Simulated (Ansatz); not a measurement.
# Ge2Sb2Te5 (Cm) in Ansatz: notebook, part 2 of 2

Ansatz 0.2.0. Earlier steps stand in the parts before.

## Step 3: Single point, PBE

Input file input.yaml:

```yaml
crystal:
  lattice:
    - [6.839136, -3.066006, 0.0]
    - [6.839136, 3.066006, 0.0]
    - [-6.830977, 0.0, 6.847609]
  atoms:
    - { symbol: Te, position: [0.594702, 0.594702, 0.386433] }
    - { symbol: Te, position: [0.795288, 0.795288, 0.196112] }
    - { symbol: Te, position: [0.008324, 0.008324, 0.006435] }
    - { symbol: Te, position: [0.206519, 0.206519, 0.809803] }
    - { symbol: Te, position: [0.399959, 0.399959, 0.597118] }
    - { symbol: Sb, position: [0.901708, 0.901708, 0.587873] }
    - { symbol: Sb, position: [0.11187, 0.11187, 0.417352] }
    - { symbol: Ge, position: [0.284287, 0.284287, 0.18783] }
    - { symbol: Ge, position: [0.497343, 0.497343, 0.011044] }
hamiltonian:
  xc: pbe
  pseudopotentials: { kind: paw }
kpoints:
  mp_grid: { grid: [5, 5, 4] }
scf:
  occupations: { method: gaussian, width: 0.011 }
output:
  forces: true
  stress: true
  eigenvalues: true
  write_density: true
  write_potential: true
  elf: true
  volumetric_format: npy
```

Potentials or basis: Ansatz PAW.

Launch:

```
ansatz run input.yaml --threads 4 --pin off --max-ram 11264MiB --backend cpu --events-out ev --progress --plain --runs-dir out
```

Standard output:

```text
Warning: RAYON_NUM_THREADS=4 ignored (pool sized by the plan → 4); use --threads N
Engine: ansatz 0.2.0, aarch64-unknown-linux-gnu
Pseudopotentials: kind: paw
Pseudopotential: Te, paw, valence charge 16, recommended cutoff 420 eV (normal), Te.paw.azcp
Pseudopotential: Sb, paw, valence charge 15, recommended cutoff 420 eV (normal), Sb.paw.azcp
Pseudopotential: Ge, paw, valence charge 14, recommended cutoff 420 eV (normal), Ge.paw.azcp
Functional definition: PBE
  parameter kappa = 0.804
  parameter beta = 0.06672455060314922
[... 54 lines left out ...]
  atom   5  Te     0.10188330     0.00000000    -0.01243615
  atom   6  Sb     0.04784236     0.00000000    -0.12878897
  atom   7  Sb    -0.03385166     0.00000000     0.05519859
  atom   8  Ge    -0.19493434     0.00000000    -0.03054398
  atom   9  Ge     0.02062888     0.00000000     0.10139497
  max |Σ_I F_I| component: 5.33e-6 eV/Å
--- Stress (GPa, compression-positive) ---
        0.119828       0.000000      -0.092909
        0.000000      -0.355852       0.000000
       -0.092909       0.000000       0.013795
  P = ⅓ Tr σ = -0.0741 GPa (-0.741 kbar)
--- Band table (eV; the first three rows and the last of 33) ---
  k-point 0: bands = ["-28.6660", "-28.6513", "-28.6259", "-28.6098", "-28.5941", "-28.5780", "-28.5767", "-28.5682", "-28.5150", "-28.5140", "-28.4969", "-28.4924", "-28.4811", "-28.4720", "-28.4711", "-28.4072", "-28.4046", "-28.3791", "-28.3725", "-28.3698", "-28.2449", "-28.2402", "-28.0905", "-28.0862", "-28.0420", "-21.3376", "-21.3341", "-21.3340", "-21.3286", "-21.3233", "-21.3207", "-21.3181", "-21.3172", "-21.3146", "-21.3131", "-16.5745", "-16.5682", "-16.5635", "-16.5606", "-16.5591", "-16.5582", "-16.5544", "-16.5406", "-16.5375", "-16.5350", "-4.6165", "-2.8373", "-2.6990", "-2.5522", "-2.3360", "-0.9637", "-0.4270", "0.2052", "2.2317", "3.3364", "3.7623", "3.7841", "3.8534", "4.2150", "4.4963", "4.5803", "5.4267", "6.3971", "6.5925", "6.6269", "7.2498", "7.5473", "7.6294", "7.6405", "9.0897", "9.3883", "10.4798", "10.5241", "11.4998", "11.8708", "12.0973", "12.1864", "12.6950", "12.8297", "12.8799", "12.9604", "13.2368", "13.2978"]
  k-point 1: bands = ["-28.6660", "-28.6513", "-28.6259", "-28.6098", "-28.5941", "-28.5780", "-28.5767", "-28.5682", "-28.5150", "-28.5140", "-28.4969", "-28.4924", "-28.4811", "-28.4720", "-28.4711", "-28.4072", "-28.4046", "-28.3791", "-28.3725", "-28.3698", "-28.2449", "-28.2402", "-28.0905", "-28.0862", "-28.0420", "-21.3376", "-21.3341", "-21.3340", "-21.3286", "-21.3232", "-21.3207", "-21.3181", "-21.3172", "-21.3146", "-21.3131", "-16.5745", "-16.5682", "-16.5635", "-16.5606", "-16.5591", "-16.5582", "-16.5544", "-16.5406", "-16.5375", "-16.5349", "-4.4852", "-3.2151", "-2.7385", "-2.5248", "-2.3238", "-0.8783", "-0.1184", "0.4030", "1.9527", "3.1824", "3.2374", "3.7014", "3.7492", "4.4953", "5.0926", "5.4162", "5.5058", "5.9139", "6.3296", "6.5229", "7.0510", "7.4249", "7.5487", "7.7393", "9.2306", "9.8874", "10.2756", "10.3195", "11.0569", "11.2987", "11.4641", "11.9127", "12.5351", "12.7507", "12.9768", "13.1085", "13.1126", "13.5833"]
  k-point 2: bands = ["-28.6660", "-28.6513", "-28.6259", "-28.6098", "-28.5941", "-28.5780", "-28.5767", "-28.5682", "-28.5150", "-28.5139", "-28.4969", "-28.4924", "-28.4811", "-28.4720", "-28.4711", "-28.4072", "-28.4046", "-28.3791", "-28.3725", "-28.3698", "-28.2449", "-28.2402", "-28.0905", "-28.0862", "-28.0420", "-21.3376", "-21.3341", "-21.3340", "-21.3286", "-21.3232", "-21.3207", "-21.3181", "-21.3172", "-21.3146", "-21.3131", "-16.5745", "-16.5682", "-16.5635", "-16.5606", "-16.5591", "-16.5582", "-16.5544", "-16.5406", "-16.5375", "-16.5349", "-4.2685", "-3.6225", "-2.7229", "-2.5147", "-2.3684", "-0.8026", "0.1545", "0.7805", "1.4487", "2.9674", "3.0757", "3.7045", "4.2809", "4.6086", "4.7913", "5.3738", "5.5335", "6.0249", "6.4515", "6.7153", "7.3124", "7.3503", "7.4268", "7.7451", "8.7415", "9.5087", "9.8806", "10.6048", "10.8206", "10.8858", "11.7801", "11.9274", "12.4139", "12.5543", "12.7903", "13.1290", "13.1485", "13.4577"]
  k-point 32: bands = ["-28.6658", "-28.6513", "-28.6259", "-28.6097", "-28.5941", "-28.5780", "-28.5767", "-28.5682", "-28.5150", "-28.5139", "-28.4969", "-28.4924", "-28.4811", "-28.4719", "-28.4711", "-28.4072", "-28.4046", "-28.3791", "-28.3725", "-28.3697", "-28.2449", "-28.2402", "-28.0905", "-28.0861", "-28.0420", "-21.3383", "-21.3342", "-21.3337", "-21.3287", "-21.3232", "-21.3207", "-21.3185", "-21.3173", "-21.3143", "-21.3129", "-16.5745", "-16.5683", "-16.5636", "-16.5606", "-16.5591", "-16.5582", "-16.5544", "-16.5406", "-16.5375", "-16.5349", "-4.0916", "-3.6175", "-2.7344", "-2.6090", "-2.4052", "-0.8386", "-0.3313", "0.6210", "1.0764", "3.0660", "3.7494", "4.3184", "4.4948", "4.5520", "5.2627", "5.4724", "5.9039", "6.1630", "6.3816", "6.5351", "7.3171", "7.4990", "7.5781", "7.7195", "8.5895", "9.3268", "10.1101", "10.1879", "10.3869", "10.5542", "11.0812", "11.6434", "11.8819", "11.9304", "12.5201", "12.8294", "12.9493", "13.2418"]
```

v_z.tsv:

```text
# z_ang	v_es[eV]	v_tot[eV]
# format = ansatz-planar-average/11
# xc	pbe
# density_cutoff_ev	1680
# datasets	Te=:simpson_from_first_knot:soft	Sb=:simpson_from_first_knot:soft	Ge=:simpson_from_first_knot:soft
# lattice	6.839136000	-3.066006000	0.000000000
# lattice	6.839136000	3.066006000	0.000000000
# lattice	-6.830977000	0.000000000	6.847609000
# sites	9
# site	52	5.494780780	0.000000000	2.646142089
# site	52	9.538529021	0.000000000	1.342898296
# site	52	0.069900599	0.000000000	0.044064364
# site	52	-2.706922612	0.000000000	5.545214311
# site	52	1.391848667	0.000000000	4.088830591
# site	51	8.318060347	0.000000000	4.025524446
# site	51	-1.320733624	0.000000000	2.857863311
# site	32	2.605492502	0.000000000	1.286186398
# site	32	6.727351521	0.000000000	0.075624994
0.000000	7.589047e0	-1.624567e0
0.134337	7.430752e0	-1.870912e0
0.268673	7.135921e0	-2.235268e0
0.403010	6.704691e0	-2.716803e0
0.537346	6.161838e0	-3.291203e0
0.671683	5.594655e0	-3.871583e0
[... 64 lines left out ...]
9.403555	7.531323e0	-1.444631e0
9.537892	7.617281e0	-1.488497e0
```

Run time: 34 s. Hardware: 4 threads of Arm Neoverse V1, shared host; peak memory 1.2 GiB.

What came out:

* Free energy: -56459.2786 eV
* Pressure: -0.1 GPa
* Largest force: 0.197 eV/Å
* Band gap on the k mesh: 0.26 eV, indirect (least direct gap 0.33 eV)

Forces in eV/Å, atoms in the order of the input:
```
Te   0.019  0.000  0.073
Te  -0.004  0.000 -0.033
Te  -0.008  0.000  0.026
Te   0.051  0.000 -0.051
Te   0.102  0.000 -0.012
Sb   0.048  0.000 -0.129
Sb  -0.034  0.000  0.055
Ge  -0.195  0.000 -0.031
Ge   0.021  0.000  0.101
```

Levels at points of the mesh, in eV from the valence-band top:
```tsv
k point	band 65	band 66	band 67	band 68	band 69	band 70	band 71	band 72	band 73	band 74
(0.00, 0.00, 0.00)	-1.40	-0.78	-0.48	-0.40	-0.39	1.06	1.36	2.45	2.50	3.47
(0.00, 0.00, -0.50)	-1.31	-0.71	-0.68	-0.60	-0.28	0.71	1.48	1.85	2.58	2.79
```

Caveat: odd divisions of the mesh miss points on the zone boundary, where band edges often lie, so the gap on the mesh can be too wide; spin-orbit coupling is left out, which moves the levels of the heavy elements.

## Step 4: Relaxation of cell and atoms, PBE

Edit input.yaml of step 3 so:

```diff
@@ -21,3 +21,3 @@
 scf:
-  occupations: { method: gaussian, width: 0.011 }
+  occupations: { method: fermi_dirac, width: 0.05 }
 output:
@@ -30 +30,5 @@
   volumetric_format: npy
+relax:
+  f_tol: 0.01
+  max_steps: 40
+  cell: { stress_tol: 0.05 }
```

Potentials or basis: Ansatz PAW.

Launch:

```
ansatz run input.yaml --threads 4 --pin off --max-ram 11264MiB --backend cpu --events-out ev --progress --plain --runs-dir out
```

Standard output:

```text
Warning: RAYON_NUM_THREADS=4 ignored (pool sized by the plan → 4); use --threads N
[... 9 set-up lines as earlier in the session ...]
[... 289 lines left out ...]
--- Relaxed structure (16 steps of the walk, 11 accepted, 1 SCFs on fresh bases) ---
  F+E_penalty+E_count = -56459.33420946 eV   max|allowed force component| = 9.952e-3 eV/Å   (the final SCF, on the basis selected at the relaxed cell)
  cell:  # Å, volume = 290.1207 Å³
    - [6.93356097782353, -3.0606039604121538, -0.06924016236520357]
    - [6.93356097782353, 3.0606039604121538, -0.06924016236520357]
    - [-6.994615274002954, 0.0, 6.905586345807123]
  atoms:
    - { symbol: Te, position: [0.5994009038140681, 0.5994009038140681, 0.38378344513367063] }
    - { symbol: Te, position: [0.801396903443627, 0.801396903443627, 0.19671349179379136] }
    - { symbol: Te, position: [0.005269797059448369, 0.005269797059448369, -0.0010771133857907585] }
    - { symbol: Te, position: [0.2145220200029512, 0.2145220200029512, 0.810674054310333] }
    - { symbol: Te, position: [0.40526839524302394, 0.40526839524302394, 0.5952898360613705] }
    - { symbol: Sb, position: [0.8907764609593102, 0.8907764609593102, 0.5759750094833355] }
    - { symbol: Sb, position: [0.11239582232315189, 0.11239582232315189, 0.43173771484517887] }
    - { symbol: Ge, position: [0.27858370598294196, 0.27858370598294196, 0.20069504378685438] }
    - { symbol: Ge, position: [0.49238599117147713, 0.49238599117147713, 0.0062085179712563585] }
```

rho_z.tsv:

```text
# z_ang	rho[e/angstrom^3]
# format = ansatz-planar-average/11
# lattice	6.933560978	-3.060603960	-0.069240162
# lattice	6.933560978	3.060603960	-0.069240162
# lattice	-6.994615274	0.000000000	6.905586346
# sites	9
# site	52	5.627547886	0.000000000	2.567244487
# site	52	9.737133401	0.000000000	1.247444300
# site	52	0.080610912	0.000000000	-0.008167863
# site	52	-2.695550109	0.000000000	5.568472601
# site	52	1.456082882	0.000000000	4.054703665
# site	51	8.323782221	0.000000000	3.854090147
# site	51	-1.461232639	0.000000000	2.965837459
# site	32	2.459369607	0.000000000	1.347338592
# site	32	6.784550394	0.000000000	-0.025312315
0.000000	8.343604e-1
0.136516	8.201611e-1
0.273031	7.229808e-1
0.409547	5.858085e-1
0.546063	4.558032e-1
0.682578	3.586201e-1
[... 64 lines left out ...]
9.556097	6.352697e-1
9.692613	7.607219e-1
```

v_z.tsv:

```text
# z_ang	v_es[eV]	v_tot[eV]
# format = ansatz-planar-average/11
# xc	pbe
# density_cutoff_ev	1680
# datasets	Te=:simpson_from_first_knot:soft	Sb=:simpson_from_first_knot:soft	Ge=:simpson_from_first_knot:soft
# lattice	6.933560978	-3.060603960	-0.069240162
# lattice	6.933560978	3.060603960	-0.069240162
# lattice	-6.994615274	0.000000000	6.905586346
# sites	9
# site	52	5.627547886	0.000000000	2.567244487
# site	52	9.737133401	0.000000000	1.247444300
# site	52	0.080610912	0.000000000	-0.008167863
# site	52	-2.695550109	0.000000000	5.568472601
# site	52	1.456082882	0.000000000	4.054703665
# site	51	8.323782221	0.000000000	3.854090147
# site	51	-1.461232639	0.000000000	2.965837459
# site	32	2.459369607	0.000000000	1.347338592
# site	32	6.784550394	0.000000000	-0.025312315
0.000000	7.599379e0	-1.499732e0
0.136516	7.425940e0	-1.736749e0
0.273031	7.136859e0	-2.070203e0
0.409547	6.747615e0	-2.482190e0
0.546063	6.293567e0	-2.939681e0
0.682578	5.844274e0	-3.379319e0
[... 64 lines left out ...]
9.556097	7.565517e0	-1.350127e0
9.692613	7.646397e0	-1.370917e0
```

It took 9.9 min on 4 threads of Arm Neoverse V1, shared host; peak memory 1.2 GiB.

Results:

| Quantity | Value |
| --- | --- |
| Free energy | -56459.3342 eV |
| Relaxed volume | 32.24 Å³/atom |
| Relaxed cell | a = 7.579 Å, b = 7.579 Å, c = 9.829 Å, α = 131.10°, β = 131.10°, γ = 47.63° |
| Space group after relaxing (to 0.05 Å) | Cm (No. 8) |
| Energy gained by relaxing | 6.0 meV/atom |
| Ionic steps | 12 |
| Pressure after relaxing | 0.0 GPa |
| Largest force after relaxing | 0.010 eV/Å |
| Band gap on the k mesh | 0.23 eV, indirect (least direct gap 0.33 eV) |

Forces on the atoms (eV/Å):
```
Te   0.000  0.000  0.003
Te   0.004  0.000  0.002
Te  -0.005  0.000  0.006
Te   0.000  0.000 -0.002
Te   0.003  0.000  0.005
Sb   0.000  0.000 -0.003
Sb  -0.003  0.000 -0.010
Ge   0.002  0.000 -0.002
Ge  -0.001  0.000  0.001
```

The path:
| step | energy change (eV) | largest force (eV/Å) | volume (Å³) |
| --- | --- | --- | --- |
| 1 | 0.0000 | 0.1958 | 287.17 |
| 2 | -0.0208 | 0.1311 | 284.48 |
| 3 | -0.0295 | 0.1073 | 285.34 |
| 4 | -0.0338 | 0.0934 | 287.21 |
| 5 | -0.0409 | 0.0953 | 288.27 |
| 6 | -0.0463 | 0.0629 | 289.02 |
| 7 | -0.0474 | 0.0404 | 289.37 |
| 8 | -0.0482 | 0.0681 | 290.25 |
| 9 | -0.0515 | 0.0377 | 290.32 |
| 10 | -0.0531 | 0.0297 | 290.16 |
| 11 | -0.0539 | 0.0105 | 290.12 |
| 12 | -0.0544 | 0.0105 | 290.12 |

Final structure:
```
CELL_PARAMETERS angstrom
6.93356 -3.06060 -0.06924
6.93356 3.06060 -0.06924
-6.99462 0.00000 6.90559
ATOMIC_POSITIONS crystal
Te 0.59940 0.59940 0.38378
Te 0.80140 0.80140 0.19671
Te 0.00527 0.00527 0.99892
Te 0.21452 0.21452 0.81067
Te 0.40527 0.40527 0.59529
Sb 0.89078 0.89078 0.57598
Sb 0.11240 0.11240 0.43174
Ge 0.27858 0.27858 0.20070
Ge 0.49239 0.49239 0.00621
```

Caveat: odd divisions of the mesh miss points on the zone boundary, where band edges often lie, so the gap on the mesh can be too wide; the plane-wave basis is chosen anew once the cell has moved, so the energies of steps on either side of that aren't comparable; spin-orbit coupling is left out, which moves the levels of the heavy elements.

## Step 5: Summary

```csv
task,cell,k mesh,smearing,gap on the mesh (eV),pressure (GPa),largest force (eV/Å)
single point,as given,4 × 4 × 3,fermi-dirac 0.05 eV,0.06,-0.1,0.16
single point,as given,5 × 5 × 4,gaussian 0.011 eV,0.26,-0.1,0.20
relaxation of cell and atoms,relaxed,5 × 5 × 4,fermi-dirac 0.05 eV,0.23,0.0,0.01
```

Alike in all rows: level PBE; potentials or basis Ansatz PAW; no spin polarisation; cutoff (eV) 420.

Caveats: odd divisions of the mesh miss points on the zone boundary, where band edges often lie, so the gap on the mesh can be too wide; spin-orbit coupling is left out, which moves the levels of the heavy elements; the plane-wave basis is chosen anew once the cell has moved, so the energies of steps on either side of that aren't comparable (some runs).

Absolute energies hang on the potentials; compare differences alone.
